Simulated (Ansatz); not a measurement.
# CH₃AlCl₂S: one species, many methods

The task here is to estimate one member of a computed series from the others.

The runs use Ansatz 0.2.0, Gaussian basis; functionals in def2-TZVPP, the program's frozen cores in correlated methods.

Levels to be run: LDA (SPW92), PBE-D4, revPBE-D4, BLYP-D4, r2SCAN-D4, B97M-V, PBE0-D4, B3LYP-D4, r2SCANh-D4, r2SCAN0-D4, HSE06-D4, BHLYP-D4, CAM-B3LYP-D4, LC-ωPBE, ωB97X-V, ωB97M-V, B2PLYP, PBE-QIDH; CCSD(T)/def2-SVP; CCSD(T)/def2-TZVPP; MP2/def2-QZVPP; extrapolation to the limit; RPA on PBE.

## Structure used throughout

An earlier PBE0-D4 in a triple-zeta def2 set relaxation fixed the geometry.

SMILES `C[S][Al]([Cl])[Cl]`, 8 atoms, charge 0, spin multiplicity 1.

Atoms are counted from 1 here; the program's logs count them from 0.

Bond lengths: C1–S2 1.824 Å, C1–H6 1.089 Å, C1–H7 1.088 Å, C1–H8 1.089 Å, S2–Al3 2.148 Å, Al3–Cl4 2.078 Å, Al3–Cl5 2.086 Å. Angles: S2–C1–H6 107.7°, S2–C1–H7 112.0°, S2–C1–H8 108.7°, H6–C1–H7 109.3°, H6–C1–H8 109.5°, H7–C1–H8 109.5°, C1–S2–Al3 103.2°, S2–Al3–Cl4 119.1°, S2–Al3–Cl5 121.6°, Cl4–Al3–Cl5 119.3°.

Set-up of the first run:

Contents of in.yaml:

```yaml
crystal:
  periodic: [false, false, false]
  atoms:
    - {symbol: C, position_ang: [0.617127, -0.608979, 1.171711]}
    - {symbol: S, position_ang: [0.532286, -1.050169, -0.596334]}
    - {symbol: Al, position_ang: [-0.623210, 0.549087, -1.446412]}
    - {symbol: Cl, position_ang: [-1.051490, 0.517021, -3.479992]}
    - {symbol: Cl, position_ang: [-1.315123, 2.136708, -0.283079]}
    - {symbol: H, position_ang: [1.660575, -0.665240, 1.477521]}
    - {symbol: H, position_ang: [0.240185, 0.394006, 1.360573]}
    - {symbol: H, position_ang: [0.031749, -1.329634, 1.740113]}
basis:
  gaussian: {orbitals: def2-TZVPP}
hamiltonian: {xc: lda}
output: {orbitals: {seedname: orbitals}}
```

The run is started by

```
$ ansatz run in.yaml --threads 4 --pin off --events-out ev --progress --plain --max-ram 10444MiB
```

Steps of the session up to this table: LDA; PBE-D4 (GGA); revPBE-D4 (GGA); BLYP-D4 (GGA); r2SCAN-D4 (meta-GGA); B97M-V (meta-GGA); PBE0-D4 (hybrid); B3LYP-D4 (hybrid); r2SCANh-D4 (hybrid); r2SCAN0-D4 (hybrid); HSE06-D4 (hybrid); BHLYP-D4 (hybrid); CAM-B3LYP-D4 (range-separated); LC-ωPBE (range-separated); ωB97X-V (range-separated); ωB97M-V (range-separated); B2PLYP (double hybrid); PBE-QIDH (double hybrid).

One table of the session follows, with a row left open; its other results are not shown here.

It belongs to the step «Frontier levels by functional». 

| functional | HOMO (eV) | gap (eV) |
| --- | --- | --- |
| LDA (SPW92) | -6.52 | 4.52 |
| PBE-D4 | -6.40 | 4.68 |
| revPBE-D4 | -6.34 | 4.78 |
| BLYP-D4 | -6.22 | 4.61 |
| r2SCAN-D4 | -6.66 | 5.36 |
| B97M-V | -6.73 | 5.33 |
| PBE0-D4 | ? | ? |
| B3LYP-D4 | -7.34 | 6.21 |
| r2SCANh-D4 | -7.10 | 6.07 |
| r2SCAN0-D4 | -7.76 | 7.12 |
| HSE06-D4 | -7.19 | 5.94 |
| BHLYP-D4 | -8.63 | 8.59 |
| CAM-B3LYP-D4 | -8.89 | 8.96 |
| LC-ωPBE | -10.29 | 11.53 |
| ωB97X-V | -9.93 | 11.05 |
| ωB97M-V | -9.75 | 10.59 |

Q: Estimate the row for PBE0-D4 from the others.

The run gave: HOMO (eV): -7.59; gap (eV): 6.72. In the column «HOMO (eV)» it lies between r2SCAN0-D4 (-7.76) and B3LYP-D4 (-7.34).
